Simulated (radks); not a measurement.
# Hf in [Xe] 4f14 5d2 6s2: an all-electron calculation

One table from this session's results is given with a row withheld; the runs are named, their logs left out.

Program: radks (a radial shooting solver on a logarithmic mesh, Libxc functionals) version 1. Level of theory: scalar-relativistic Kohn-Sham, MS2 meta-GGA, spin-unpolarised, spherical densities, finite nucleus. These are calculated values, not measurements, unless marked.

## The atom as given

- element: hafnium (Z = 72)
- charge: 0
- electrons: 72
- configuration: [Xe] 4f14 5d2 6s2
- nuclear rms radius: 5.347 fm

Outer shells as boxes (Hund's rule):

Hf
```
[Xe] core
4f [↑↓][↑↓][↑↓][↑↓][↑↓][↑↓][↑↓]
5d [↑ ][↑ ][  ][  ][  ]
6s [↑↓]
```

Set-up of the first run:

Settings of this run:

```text
Z 72
configuration [Xe] 4f14 5d2 6s2 6p0 7s0
relativity scalar-relativistic
functional ms2,regtpss
spin unpolarised
nucleus finite rms 5.347 fm
c 137.035999084
```

The run is started by

```bash
python run_ks.py task.json out
```

All runs below come from this command, one after another.

Steps of the session up to this table: Self-consistent calculation.

One table of the session follows, with a row left open; its other results are not shown here.

Radial moments (bohr):

| level | <r> | outermost maximum (interpolated) | 90 % within | nodes |
| --- | --- | --- | --- | --- |
| 1s | 0.01898 | 0.0119 | 0.0345 | 0 |
| 2s | 0.08033 | 0.0680 | 0.125 | 1 |
| 2p | 0.07172 | 0.0557 | 0.117 | 0 |
| 3s | 0.2084 | 0.192 | 0.306 | 2 |
| 3p | 0.2084 | 0.190 | 0.312 | 1 |
| 3d | 0.1890 | 0.155 | 0.294 | 0 |
| 4s | 0.4679 | 0.437 | 0.671 | 3 |
| 4p | ? | ? | ? | ? |
| 4d | 0.5349 | 0.471 | 0.803 | 1 |
| 5s | 1.136 | 1.02 | 1.64 | 4 |
| 5p | 1.344 | 1.16 | 1.98 | 3 |
| 4f | 0.6776 | 0.455 | 1.15 | 0 |
| 6s | 3.442 | 2.90 | 5.11 | 5 |
| 5d | 2.507 | 1.69 | 4.17 | 2 |
| 6p | 5.065 | 4.05 | 7.77 | 4 |

Estimate the missing values for 4p.

As computed: <r>: 0.4972; outermost maximum (interpolated): 0.458; 90 % within: 0.722; nodes: 2. In the column «<r>» it lies between 4s (0.4679) and 4d (0.5349).

Caveats from the session: Spin polarisation and multiplet splitting are left out.
